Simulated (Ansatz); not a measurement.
# AsI3: small, medium and large basis sets

An exercise on one series of results from a longer session: the logs are not shown, and one member is left open.

Program: Ansatz 0.2.0, Gaussian basis. Level of theory: one geometry, several basis sets. These are calculated values, not measurements.

The runs, in order: PBE0-D4/def2-SVP; ωB97M-V/def2-SVP; PBE0-D4/def2-QZVPP; ωB97M-V/def2-QZVPP; the functionals' def2-TZVPP values are taken from earlier runs.

1 further run of the same task is left out (for a known fault of the program).

### Structure used throughout

The geometry comes from an earlier relaxation with PBE0-D4 in a triple-zeta def2 set; it is a stationary point. I takes the def2 core potential; no spin-orbit term is included.

SMILES `I[As](I)I`, 4 atoms, charge 0, spin multiplicity 1.

Atoms are counted from 1 here; the program's logs count them from 0.

Bond lengths: I1–As2 2.551 Å, As2–I3 2.551 Å, As2–I4 2.551 Å. Angles: I1–As2–I3 101.2°, I1–As2–I4 101.2°, I3–As2–I4 101.2°.

The first run:

in.yaml

```yaml
crystal:
  periodic: [false, false, false]
  atoms:
    - {symbol: I, position_ang: [0.807203, 0.749741, 2.013557]}
    - {symbol: As, position_ang: [-0.790147, -0.214265, 0.273223]}
    - {symbol: I, position_ang: [0.629921, -2.085466, -0.722504]}
    - {symbol: I, position_ang: [-0.646979, 1.549991, -1.564266]}
basis:
  gaussian: {orbitals: def2-SVP}
hamiltonian: {xc: pbe0, dispersion: d4}
output: {orbitals: {seedname: orbitals}}
```

Launch:

```bash
> ansatz run in.yaml --threads 4 --pin off --events-out ev --progress --plain --max-ram 10444MiB
```

Among the steps run: PBE0-D4 in def2-SVP; ωB97M-V in def2-SVP; PBE0-D4 in def2-QZVPP; ωB97M-V in def2-QZVPP.

One table of the session follows, with a row left open; its other results are not shown here.

It belongs to the step «Density functionals: the series». 

| functional | basis | HOMO (eV) | LUMO (eV) |
| --- | --- | --- | --- |
| PBE0-D4 | def2-SVP | -7.48 | -2.96 |
| PBE0-D4 | def2-TZVPP | ? | ? |
| PBE0-D4 | def2-QZVPP | -7.48 | -2.95 |
| ωB97M-V | def2-SVP | -9.37 | -1.11 |
| ωB97M-V | def2-TZVPP | -9.38 | -1.14 |
| ωB97M-V | def2-QZVPP | -9.40 | -1.19 |

Q: Estimate the row for PBE0-D4, def2-TZVPP from the others.

The run gave: HOMO (eV): -7.47; LUMO (eV): -2.94. In the column «HOMO (eV)» it is the highest.
